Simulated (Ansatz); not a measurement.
# LaCoPO: the cost of one run

Method: DFT PBE, scalar-relativistic, plane waves, PAW, in Ansatz 0.2.0.

## (1) The starting structure

It takes space group P4/nmm (No. 129, tetragonal). Conventional cell: a = 3.953 Å, b = 3.953 Å, c = 8.446 Å, α = 90.00°, β = 90.00°, γ = 90.00°. La (site symmetry 4mm) has 4 O at 2.35 Å as nearest neighbours. Co (site symmetry -4m2) is surrounded by 4 P at 2.24 Å. Around P (site symmetry 4mm) lie 4 Co at 2.24 Å. O (site symmetry -4m2) is surrounded by 4 La at 2.35 Å.

Structure file:

```cif
data_structure
_symmetry_space_group_name_H-M 'P4/nmm:1'
_symmetry_Int_Tables_number 129
_cell_length_a 3.9534
_cell_length_b 3.9534
_cell_length_c 8.4461
_cell_angle_alpha 90.000
_cell_angle_beta 90.000
_cell_angle_gamma 90.000
_cell_volume 132.01
loop_
_atom_site_label
_atom_site_type_symbol
_atom_site_symmetry_multiplicity
_atom_site_Wyckoff_symbol
_atom_site_fract_x
_atom_site_fract_y
_atom_site_fract_z
_atom_site_occupancy
La1 La 2 c 0.00000 0.50000 0.84848 1
Co1 Co 2 b 0.50000 0.50000 0.50000 1
P1 P 2 c 0.50000 0.00000 0.62535 1
O1 O 2 a 0.00000 0.00000 0.00000 1
```

An earlier run at PBE left this cell at 16.501 Å³/atom and 0.00 GPa (8×8×4 mesh).

## (2) Field gradients and densities at the nuclei

input.yaml reads:

```yaml
crystal:
  lattice:
    - [3.9533843228, 0.0, 0.0]
    - [0.0, 3.9533843228, 0.0]
    - [0.0, 0.0, 8.4461376541]
  atoms:
    - { symbol: La, position: [0.0, 0.5, 0.848475961] }
    - { symbol: La, position: [0.5, 0.0, 0.151524039] }
    - { symbol: Co, position: [0.5, 0.5, 0.5], spin: 0.61 }
    - { symbol: Co, position: [0.0, 0.0, 0.5], spin: 0.61 }
    - { symbol: P, position: [0.5, 0.0, 0.6253458803] }
    - { symbol: P, position: [0.0, 0.5, 0.3746541197] }
    - { symbol: O, position: [0.0, 0.0, 0.0] }
    - { symbol: O, position: [0.5, 0.5, 0.0] }
basis:
  ecutwfc: 420
  ecutrho_ratio: 4
kpoints:
  mp_grid: { grid: [8, 8, 4] }
hamiltonian:
  xc: pbe
scf:
  occupations: { method: gaussian, width: 0.05 }
  lower_state_search: "off"
output:
  forces: true
  stress: true
  eigenvalues: true
  populations: true
  efg:
    contact_densities: true
    quadrupole_moments_barn: { O: -0.02558, Co: 0.42, La: 0.206 }
magnetization:
  spin_polarized: true
checkpoint:
  read: start.run
  write: ck
  compress: false
  write_wavefunctions: false
  write_every: 100000
```

It reads its starting density from start.run, saved by an earlier run on this cell.

The run is started by

```
> ansatz run input.yaml --threads 2 --pin off --max-ram 5120MiB --backend cpu --events-out ev --progress --plain --runs-dir out
```

What time and memory should one allow on 2 threads of Intel Xeon Platinum 8259CL at 2.50GHz (Skylake/Cascade Lake), shared host?

About 23 s, with a peak of 0.85 GiB.
